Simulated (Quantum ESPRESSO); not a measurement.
Input of a Quantum ESPRESSO 7.5 run:

pw.in

```
&CONTROL
  calculation = 'scf'
  prefix = 'pwscf'
  outdir = './tmp'
  pseudo_dir = './pseudo'
  tprnfor = .true.
  disk_io = 'low'
/
&SYSTEM
  ibrav = 0
  celldm(1) = 8
  nat = 5
  ntyp = 3
  ecutwfc = 56
  ecutrho = 448
  nbnd = 25
  occupations = 'fixed'
  assume_isolated = 'mt'
/
&ELECTRONS
  conv_thr = 1d-09
  electron_maxstep = 120
  mixing_beta = 0.5
/
ATOMIC_SPECIES
O     15.9990 o_lda_v1.2.uspp.F.UPF
Zn    65.3800 zn_lda_v1.uspp.F.UPF
H      1.0080 h_lda_v1.4.uspp.F.UPF
CELL_PARAMETERS alat
  2.8345891869387   0.0000000000000   0.0000000000000
  0.0000000000000   2.3621576557822   0.0000000000000
  0.0000000000000   0.0000000000000   3.0708049525169
ATOMIC_POSITIONS crystal
O      0.4465083300    0.4650750000    0.3765230800
Zn     0.5096166700    0.4741950000    0.4990000000
O      0.5754916700    0.4669450000    0.6203000000
H      0.3763916700    0.5104150000    0.3707230800
H      0.6257750000    0.5391250000    0.6345076900
K_POINTS gamma
```

pp_density.in

```
&INPUTPP
  prefix = 'pwscf'
  outdir = './tmp'
  filplot = 'density.dat'
  plot_num = 0
/
&PLOT
  nfile = 1
  filepp(1) = 'density.dat'
  iflag = 3
  output_format = 6
  fileout = 'density.cube'
/
```

File pp_potential.in:

```
&INPUTPP
  prefix = 'pwscf'
  outdir = './tmp'
  filplot = 'potential.dat'
  plot_num = 11
/
&PLOT
  nfile = 1
  filepp(1) = 'potential.dat'
  iflag = 3
  output_format = 6
  fileout = 'potential.cube'
/
```

File pp_potential_ks.in:

```
&INPUTPP
  prefix = 'pwscf'
  outdir = './tmp'
  filplot = 'potential_ks.dat'
  plot_num = 1
/
&PLOT
  nfile = 1
  filepp(1) = 'potential_ks.dat'
  iflag = 3
  output_format = 6
  fileout = 'potential_ks.cube'
/
```

Potentials or basis: GBRV 1.5 LDA.

The run is started by

```console
$ OMP_NUM_THREADS=1 pw.x -in pw.in > pw.out
$ OMP_NUM_THREADS=1 pp.x -in pp_density.in > pp_density.out
$ OMP_NUM_THREADS=1 pp.x -in pp_potential.in > pp_potential.out
$ OMP_NUM_THREADS=1 pp.x -in pp_potential_ks.in > pp_potential_ks.out
```

Task: What does it give for the dipole moment?

Result: 1.79 D.

Task: Estimate the largest force.

Result: 1.781 eV/Å.

Task: Predict the gap between the frontier levels.

Result: 4.85 eV.

Forces on the atoms (eV/Å):
```
O    1.495 -0.621  0.743
Zn  -0.010  0.046  0.003
O   -1.164 -1.008 -0.894
H   -1.083  0.611  0.001
H    0.763  0.972  0.147
```

Caveat: this is a molecule in a periodic box, so the gap is that between its Kohn-Sham HOMO and LUMO and the box isn't a crystal.
